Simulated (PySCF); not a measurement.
# One shape, several levels: BeH2 (beryllium dihydride)

Aim: a comparison of 6 runs (B2PLYP/def2-SVP, B3LYP/def2-SVP, r2SCAN/def2-SVP, wB97X-V/def2-SVP, NEVPT2(6,6)/def2-SVP, UCCSD(T)/def2-SVP) of BeH2 (beryllium dihydride). 

The results are computed with PySCF 2.14.0.

1 further run of the same task is left out (set aside as unsound or not needed).

### Step 1. The molecule

BeH2 has 3 atoms, charge 0, and is taken as a singlet. SMILES: `[BeH2]`. The Be1–H3 distance was set to 2.303 Å, away from the relaxed value. At this shape a bond of the SMILES string is far longer than usual.

Bond lengths: Be1–H2 1.279 Å.

### Step 2. The energy at B2PLYP/def2-SVP (run 1)

run.py reads:

```python
from pyscf import gto, dft, mp

mol = gto.M(
    atom='Be 0.570093 0.752921 0.395631; H 1.280103 1.695401 0.888921; H -0.711220 -0.941840 -0.493870',
    basis='def2-svp',
    verbose=3,
    max_memory=1860,
    charge=0,
)

calc0 = dft.RKS(mol, xc='0.53*HF + 0.47*B88, 0.73*LYP')
calc0.grids.level = 5
calc0.conv_tol = 1e-10
calc0.kernel()
if not calc0.converged:
    calc0 = calc0.newton().run(calc0.mo_coeff, calc0.mo_occ)

pt = mp.MP2(calc0).run()
energy = calc0.e_tot + 0.27 * pt.e_corr
print('PT2 part  %.8f' % (0.27 * pt.e_corr))
print(f'total energy: {energy:.8f} hartree')
```

The run is started by

```
OMP_NUM_THREADS=1 python run.py
```

Output:

```text
converged SCF energy = -15.7543507228012
E(RMP2) = -15.8175571598708  E_corr = -0.0632064370696417
E(SCS-RMP2) = -15.8292700682303  E_corr = -0.0749193454291265
PT2 part  -0.01706574
total energy: -15.77141646 hartree
```

Run time: 1.3 s. Hardware: 1 thread of Arm Neoverse V2, shared host; peak memory 0.17 GiB.

### Step 3. The energy at B3LYP/def2-SVP (run 2)

mol.xyz reads:

```xyz
3

Be     0.570093     0.752921     0.395631
H      1.280103     1.695401     0.888921
H     -0.711220    -0.941840    -0.493870
```

run.py reads:

```python
from pyscf import gto, dft

mol = gto.M(
    atom='mol.xyz',
    basis='def2-svp',
    max_memory=1860,
    verbose=3,
)

mf = dft.RKS(mol)
mf.xc = 'b3lyp'
mf.grids.level = 5
mf.conv_tol = 1e-10
mf.kernel()
if not mf.converged:
    mf = mf.newton().run(mf.mo_coeff, mf.mo_occ)

e_final = mf.e_tot
print('E = %.10f Eh' % e_final)
```

The run is started by

```
OMP_NUM_THREADS=1 python run.py
```

Output:

```text
converged SCF energy = -15.8138559650891
E = -15.8138559651 Eh
```

Wall time 1.4 s (1 thread of Arm Neoverse V2, shared host); peak memory 0.16 GiB.

Runs 3 to 5 aren't shown in full; the table further down has their settings and results.

### Step 4. A single-point energy at UCCSD(T)/def2-SVP (run 6)

job.py reads:

```python
from pyscf import gto, scf, cc

molecule = gto.M(
    atom='''
Be     1.077320     1.422814     0.747634
H      2.419044     3.203844     1.679817
H     -1.344011    -1.779820    -0.933279
''',
    basis='def2-svp',
    max_memory=1860,
    verbose=4,
    unit='bohr',
    spin=0,
)

mf = scf.UHF(molecule)
mf.conv_tol = 1e-10
mf.kernel()
if not mf.converged:
    mf = mf.newton().run(mf.mo_coeff, mf.mo_occ)
for _ in range(3):
    mo, _, stable, _ = mf.stability(return_status=True)
    if stable:
        break
    mf.kernel(mf.make_rdm1(mo, mf.mo_occ))

mycc = cc.CCSD(mf)
mycc.kernel()
e_t = mycc.ccsd_t()
e_final = mycc.e_tot + e_t
print('E = %.10f Eh' % e_final)
```

The run is started by

```
OMP_NUM_THREADS=1 python job.py
```

Output:

```text
PySCF version 2.14.0

[... 79 lines left out ...]
converged SCF energy = -15.6557086195417  <S^2> = 3.5987568e-10  2S+1 = 1
[... 64 lines left out ...]
converged SCF energy = -15.6602676643913  <S^2> = 0.36994457  2S+1 = 1.5747312
[... 13 lines left out ...]
Init t2, MP2 energy = -0.0357934403706556
[... 15 lines left out ...]
UCCSD converged
[... 2 lines left out ...]
E = -15.7264869988 Eh
```

Wall time 0.9 s (1 thread of Arm Neoverse V2, shared host); peak memory 0.12 GiB.

### Step 5. Overview of the runs

```
run                 level  frozen core orbitals  nlc grid  energy (Eh)  dipole moment (D) of the reference  HOMO energy (eV)  LUMO energy (eV)  wall time
  1       B2PLYP/def2-SVP                     0         –   -15.771416                                1.92             -7.95             -0.31      1.3 s
  2        B3LYP/def2-SVP                     –         –   -15.813856                                1.75             -6.90             -1.56      1.4 s
  3       r2SCAN/def2-SVP                     –         –   -15.783787                                1.82             -6.25             -1.74      1.8 s
  4      wB97X-V/def2-SVP                     –         1   -15.794590                                1.90             -9.37              0.61      4.5 s
  5  NEVPT2(6,6)/def2-SVP                     –         –   -15.719065                                2.17             -9.43              1.31      1.2 s
  6     UCCSD(T)/def2-SVP                     0         –   -15.726487                                1.28             -8.92              1.23      0.9 s
```

### Step 6. Summary of results

```
                                    quantity         value
                         run 6: total energy  -15.72649 Eh
 run 6: dipole moment (Hartree–Fock density)        1.28 D
  run 6: HOMO energy (Hartree–Fock orbitals)      -8.92 eV
  run 6: LUMO energy (Hartree–Fock orbitals)       1.23 eV
run 6: HOMO–LUMO gap (Hartree–Fock orbitals)      10.14 eV
                   run 6: correlation energy     -66.2 mEh
                       run 6: (T) correction     -0.69 mEh
    run 6: ⟨S²⟩ of the reference determinant         0.370
                        run 6: T1 diagnostic         0.098
```

Over runs 1, 2, 3, 4 the dipole moment (its size) runs from 1.75 D (B3LYP/def2-SVP) to 1.92 D (B2PLYP/def2-SVP). A double hybrid's value is that of its SCF part. Over runs 1, 2, 3, 4 the HOMO–LUMO gap runs from 4.51 eV (r2SCAN/def2-SVP) to 9.98 eV (wB97X-V/def2-SVP). Totals of different functionals can't be ranked against each other. In runs 1, 2, 3, 4 a closed-shell determinant meets a far-stretched bond, which it describes badly. Spin contamination of the reference: run 6 ⟨S²⟩ = 0.37. All runs together took 11 s, the longest 4.5 s.
